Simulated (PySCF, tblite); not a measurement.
# C5H15ClSi2: geometry, infrared bands and NMR shifts

Wanted: the infrared bands and NMR shifts of C5H15ClSi2 (`C[C@H](Cl)CCC([SiH3])[SiH3]`), by calculation.

Programs: tblite 0.8.0 and PySCF 2.14.0, with density-fitted response routines of our own. Each step states its level of theory. These are calculated values for one molecule in the gas phase, unless marked as measured. Atoms are numbered from 0 throughout.

## 1. Starting geometry

23 atoms, charge 0, multiplicity 1; geometry from: force field or distance geometry start.

Bonds of the start (Å): C0–C1 1.53, C1–Cl2 1.80, C1–C3 1.53, C3–C4 1.54, C4–C5 1.55, C5–Si6 1.89, C5–Si7 1.87, C0–H8 1.10, C0–H9 1.09, C0–H10 1.10, C1–H11 1.08, C3–H12 1.08, C3–H13 1.11, C4–H14 1.11, C4–H15 1.10, C5–H16 1.09, Si6–H17 1.49, Si6–H18 1.48, Si6–H19 1.48, Si7–H20 1.48, Si7–H21 1.49, Si7–H22 1.49.

## 2. Relaxing the molecule with GFN2-xTB

The job: settings as JSON, then the geometry in Å.

```
{"job": {"kind": "relax", "xc": "GFN2-xTB", "basis": "xTB"}, "charge": 0, "multiplicity": 1}
C      3.572400    -0.290400    -0.314600
C      2.366500     0.451000     0.278200
Cl     2.531900     0.428400     2.074100
C      1.045900    -0.184300    -0.164900
C     -0.193300     0.598500     0.306400
C     -1.517400     0.046600    -0.288900
Si    -2.992600     1.200800    -0.041200
Si    -2.139900    -1.558100     0.454300
H      3.592600    -1.341500    -0.002900
H      4.503100     0.177000    -0.004300
H      3.518200    -0.262900    -1.409500
H      2.399000     1.492900    -0.021700
H      1.032400    -0.249500    -1.242300
H      0.999100    -1.223100     0.211700
H     -0.064300     1.649900    -0.024900
H     -0.245700     0.625100     1.407400
H     -1.387400    -0.086000    -1.363900
H     -3.274100     1.403700     1.405300
H     -2.666800     2.519500    -0.630000
H     -4.197500     0.684200    -0.722200
H     -1.125700    -2.611500     0.249400
H     -3.386200    -2.018900    -0.226600
H     -2.375200    -1.424300     1.922700
```

Launch:

```console
$ OMP_NUM_THREADS=1 python probes_run.py task.json out
```

One launch serves the whole session: the jobs run in the order shown.

**Question.** This job is followed by: GFN2-xTB harmonic vibrations, gas phase; GIAO PBE0/pcSseg-1 NMR shielding, non-relativistic, gas phase. Predict these results of the whole session: strongest single infrared mode (GFN2-xTB); zero-point energy (GFN2-xTB); ¹³C shifts against TMS (PBE0/pcSseg-1); ¹H shifts against TMS (PBE0/pcSseg-1, means over atoms taken as alike); ³⁵Cl shifts against HCl (PBE0/pcSseg-1); ²⁹Si shifts against TMS (PBE0/pcSseg-1).

The runs gave:

| quantity | value |
| --- | --- |
| strongest single infrared mode (GFN2-xTB) | 2273 cm⁻¹, 813 km/mol |
| zero-point energy (GFN2-xTB) | 111.1 kcal/mol |
| ¹³C shifts against TMS (PBE0/pcSseg-1) | 64.2, 48.1, 32.8, 28.9, 2.9 ppm |
| ¹H shifts against TMS (PBE0/pcSseg-1, means over atoms taken as alike) | 3.93, 3.93, 3.74, 2.01, 1.73, 1.56, 1.54, 1.43, 0.16 ppm |
| ³⁵Cl shifts against HCl (PBE0/pcSseg-1) | 174 ppm |
| ²⁹Si shifts against TMS (PBE0/pcSseg-1) | -63.3, -69.2 ppm |

The optimisation took 97 steps and gained 0.177 eV; among the close pairs (by a distance rule), C5–Si7 changed most, from 1.875 to 1.908 Å. All 63 modes are real, so the xTB geometry is a minimum. Unscaled tight-binding wavenumbers are off by several per cent, some by more. Its intensities can rank the bands wrongly. The most deshielded carbon is C1 (sp3 CH bonded to Cl), at 64.2 ppm: pulled downfield by the heteroatom. At PBE0/pcSseg-1: The largest span, 432 ppm, is at Cl2, where the paramagnetic term is -373 ppm.
